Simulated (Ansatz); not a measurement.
**H6O7SiTi: up Jacob's ladder to CCSD(T)**

One table from this session's results is given with a row withheld; the runs are named, their logs left out.

The runs use Ansatz 0.2.0, Gaussian basis; functionals in def2-TZVPP, the program's frozen cores in correlated methods.

Levels to be run: LDA (SPW92), PBE-D4, revPBE-D4, BLYP-D4, r2SCAN-D4, B97M-V, PBE0-D4, B3LYP-D4, r2SCANh-D4, r2SCAN0-D4, HSE06-D4, BHLYP-D4, CAM-B3LYP-D4, LC-ωPBE, ωB97X-V, ωB97M-V, B2PLYP, PBE-QIDH; CCSD(T)/def2-SVP; CCSD(T)/def2-TZVPP; MP2/def2-QZVPP; extrapolation to the limit; RPA on PBE.

### The geometry

All runs share one geometry, relaxed beforehand with PBE0-D4 in a triple-zeta def2 set.

SMILES `O[Si](O)(O)[O][Ti]([OH])([OH])[OH]`, 15 atoms, charge 0, spin multiplicity 1.

Atoms are counted from 1 here; the program's logs count them from 0.

Bond lengths: O1–Si2 1.630 Å, O1–H10 0.958 Å, Si2–O3 1.635 Å, Si2–O4 1.624 Å, Si2–O5 1.636 Å, O3–H11 0.958 Å, O4–H12 0.967 Å, O5–Ti6 1.793 Å, Ti6–O7 1.790 Å, Ti6–O8 1.825 Å, Ti6–O9 1.792 Å, O7–H13 0.957 Å, O8–H14 0.959 Å, O9–H15 0.958 Å. Angles: Si2–O1–H10 116.1°, O1–Si2–O3 111.0°, O1–Si2–O4 105.8°, O1–Si2–O5 111.3°, O3–Si2–O4 113.3°, O3–Si2–O5 105.2°, O4–Si2–O5 110.2°, Si2–O3–H11 116.3°, Si2–O4–H12 114.7°, Si2–O5–Ti6 136.8°, O5–Ti6–O7 110.2°, O5–Ti6–O8 103.1°, O5–Ti6–O9 112.4°, O7–Ti6–O8 110.9°, O7–Ti6–O9 109.9°, O8–Ti6–O9 110.2°, Ti6–O7–H13 134.2°, Ti6–O8–H14 127.3° and more.

Coordinates:

```
O     2.7905    0.0634   -0.8542
Si    1.3180   -0.6300   -0.7618
O     0.9480   -1.4103   -2.1507
O     1.3721   -1.6101    0.5324
O     0.1419    0.4922   -0.5735
Ti   -1.2085    0.7898    0.5675
O    -0.8730    2.2415    1.5592
O    -1.2174   -0.7150    1.6004
O    -2.7816    0.9754   -0.2702
H     3.0266    0.4381   -1.7034
H     1.3706   -2.2593   -2.2868
H     0.5695   -1.6136    1.0709
H    -0.0847    2.7484    1.7550
H    -1.9751   -1.2515    1.8393
H    -3.4189    1.6902   -0.2947
```

Set-up of the first run:

in.yaml reads:

```yaml
crystal:
  periodic: [false, false, false]
  atoms:
    - {symbol: O, position_ang: [2.790510, 0.063373, -0.854158]}
    - {symbol: Si, position_ang: [1.317968, -0.629983, -0.761797]}
    - {symbol: O, position_ang: [0.948038, -1.410344, -2.150684]}
    - {symbol: O, position_ang: [1.372142, -1.610080, 0.532356]}
    - {symbol: O, position_ang: [0.141935, 0.492173, -0.573491]}
    - {symbol: Ti, position_ang: [-1.208527, 0.789796, 0.567529]}
    - {symbol: O, position_ang: [-0.872986, 2.241509, 1.559202]}
    - {symbol: O, position_ang: [-1.217363, -0.715003, 1.600362]}
    - {symbol: O, position_ang: [-2.781614, 0.975395, -0.270156]}
    - {symbol: H, position_ang: [3.026589, 0.438117, -1.703425]}
    - {symbol: H, position_ang: [1.370555, -2.259325, -2.286827]}
    - {symbol: H, position_ang: [0.569483, -1.613561, 1.070930]}
    - {symbol: H, position_ang: [-0.084662, 2.748409, 1.754977]}
    - {symbol: H, position_ang: [-1.975089, -1.251453, 1.839293]}
    - {symbol: H, position_ang: [-3.418878, 1.690176, -0.294709]}
basis:
  gaussian: {orbitals: def2-TZVPP}
hamiltonian: {xc: lda}
output: {orbitals: {seedname: orbitals}}
```

The run is started by

```
ansatz run in.yaml --threads 4 --pin off --events-out ev --progress --plain --max-ram 41984MiB --backend cuda --devices 0, --max-vram 37GiB
```

Steps of the session up to this table: LDA; PBE-D4 (GGA); revPBE-D4 (GGA); BLYP-D4 (GGA); r2SCAN-D4 (meta-GGA); B97M-V (meta-GGA); PBE0-D4 (hybrid); B3LYP-D4 (hybrid); r2SCANh-D4 (hybrid); r2SCAN0-D4 (hybrid); HSE06-D4 (hybrid); BHLYP-D4 (hybrid); CAM-B3LYP-D4 (range-separated); LC-ωPBE (range-separated); ωB97X-V (range-separated); ωB97M-V (range-separated); B2PLYP (double hybrid); PBE-QIDH (double hybrid).

One table of the session follows, with a row left open; its other results are not shown here.

It belongs to the step «Orbital energies across the functionals». 

| functional | HOMO (eV) | LUMO (eV) | gap (eV) |
| --- | --- | --- | --- |
| LDA (SPW92) | -7.25 | -2.87 | 4.38 |
| PBE-D4 | -7.04 | -2.60 | 4.44 |
| revPBE-D4 | -6.96 | -2.51 | 4.45 |
| BLYP-D4 | -6.95 | -2.53 | 4.42 |
| r2SCAN-D4 | -7.44 | -2.50 | 4.94 |
| B97M-V | ? | ? | ? |
| PBE0-D4 | -8.79 | -1.60 | 7.20 |
| B3LYP-D4 | -8.52 | -1.91 | 6.61 |
| r2SCANh-D4 | -8.10 | -2.12 | 5.98 |
| r2SCAN0-D4 | -9.09 | -1.51 | 7.58 |
| HSE06-D4 | -8.38 | -1.98 | 6.40 |
| BHLYP-D4 | -10.50 | -0.42 | 10.08 |
| CAM-B3LYP-D4 | -10.31 | -0.49 | 9.82 |
| LC-ωPBE | -11.68 | 0.71 | 12.38 |
| ωB97X-V | -11.32 | 0.69 | 12.01 |
| ωB97M-V | -11.26 | 0.67 | 11.93 |

Q: Estimate the row for B97M-V from the others.

The run gave: HOMO (eV): -7.53; LUMO (eV): -2.48; gap (eV): 5.04. In the column «HOMO (eV)» it lies between r2SCANh-D4 (-8.10) and r2SCAN-D4 (-7.44).
